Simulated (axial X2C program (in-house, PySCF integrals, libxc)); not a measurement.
# A two-component session on SnC⁺: properties at the nuclei

Aim: properties at the nuclei of SnC⁺, with spin–orbit coupling in the Hamiltonian from the start.

Computed with an in-house X2C program for linear molecules on PySCF integrals. Level: two-component X2C with atomic mean-field terms, Sn dyall-cv3z, C dyall-v3z.

All values are calculated.

## Step 1: Input

task.json reads:

```json
{
 "zs": [
  50,
  6
 ],
 "q": 1,
 "bas": [
  "dyall-cv3z",
  "dyall-v3z"
 ],
 "r0": 1.97,
 "levels": [
  "PBE0",
  "HF",
  "r2SCAN",
  "LDA",
  "TPSSh"
 ],
 "nst": 3
}
```

Keys: zs atomic numbers; q charge; bas basis sets; r0 starting distance in Å; levels methods (HF also brings MP2); nst determinants followed.

Started as:

```
$ python soeom.py task.json out
```

After this run come: Expectation values, lowest determinant; Expectation values, a higher determinant; Expectation values, a higher determinant.

**Question.** What will these runs give? Wanted: lowest determinant; Eeff magnitude; Ws magnitude Sn; A∥/gI Sn; qzz Sn; higher determinant (for each run or level that gives them).

**Answer**, as computed:

| quantity | value |
| --- | --- |
| lowest determinant | Ω = 3/2 (excess of +ω over −ω: ω = 3/2) |
| Eeff magnitude (GV/cm), PBE0 | 3.59 |
| Ws magnitude Sn (kHz), PBE0 | 1.57 |
| A∥/gI Sn (MHz), PBE0 | -160 |
| qzz Sn (a.u.), PBE0 | -5.35 |
| higher determinant | Ω = 1/2 (excess of +ω over −ω: 2 × ω = -1/2, ω = 3/2) |
| Eeff magnitude (GV/cm), PBE0, higher determinant | 6.92 |
| Ws magnitude Sn (kHz), PBE0, higher determinant | 7.92 |
| A∥/gI Sn (MHz), PBE0, higher determinant | -685 |
| qzz Sn (a.u.), PBE0, higher determinant | -4.76 |
| higher determinant | Ω = 1/2 (excess of +ω over −ω: ω = 1/2) |
| Eeff magnitude (GV/cm), PBE0, higher determinant | 5.7 |
| Ws magnitude Sn (kHz), PBE0, higher determinant | 6.84 |
| A∥/gI Sn (MHz), PBE0, higher determinant | 338 |
| qzz Sn (a.u.), PBE0, higher determinant | -3.64 |

What this shows: In the first state, the effective field runs from 2.29 to 4.15 GV/cm over the mean-field levels. The expectation values come from single determinants, which for open shells can mix terms of unlike spin or miss the lowest Ω, so a determinant need not be a state. Eeff is the effective electric field on the electron dipole moment in this Ω state and Ws the scalar–pseudoscalar constant (defined with the proton number Z and per Ω); A∥ is the parallel hyperfine constant, which follows by multiplying with the nuclear g factor gI = μI/(I μN); qzz is the electric field gradient, eQq0 = 234.96 MHz × Q/barn × qzz. The operators were transformed with the bare-nucleus X2C matrices.
